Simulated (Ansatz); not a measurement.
# ClGaH2: the cost of one run

All numbers below are computed with Ansatz 0.2.0 (RKS PBE0/def2-SVP).

## (1) The starting structure

Bond lengths: Ga1–Cl2 2.240 Å, Ga1–H3 1.570 Å, Ga1–H4 1.570 Å. Angles: Cl2–Ga1–H3 120.0°, Cl2–Ga1–H4 120.0°, H3–Ga1–H4 120.0°.

Coordinates:

```xyz
4

Ga    0.0000    0.0000    0.0000
Cl    0.0000    0.0000    2.2400
H     1.3596    0.0000   -0.7850
H    -1.3596    0.0000   -0.7850
```

## (2) Relaxing the start

The input, input.yaml:

```yaml
crystal:
  periodic: [false, false, false]
  atoms:
    - { symbol: Ga, position_ang: [0.0, 0.0, 0.0] }
    - { symbol: Cl, position_ang: [0.0, 0.0, 2.24] }
    - { symbol: H, position_ang: [1.3596, 0.0, -0.785] }
    - { symbol: H, position_ang: [-1.3596, 0.0, -0.785] }
basis:
  gaussian: { orbitals: def2-SVP }
hamiltonian:
  xc: pbe0
relax:
  f_tol: 0.02
  max_steps: 40
output:
  orbitals: {}
```

Started as:

```console
$ ansatz run input.yaml --threads 1 --pin off --max-ram 2048MiB --backend cpu --events-out ev --progress --plain --runs-dir out
```

**Question.** How long does this run take on 1 thread of Intel Xeon Platinum 8259CL at 2.50GHz (Skylake/Cascade Lake), shared host, and how much memory does it need?

About 8.2 s, with a peak of 0.13 GiB.
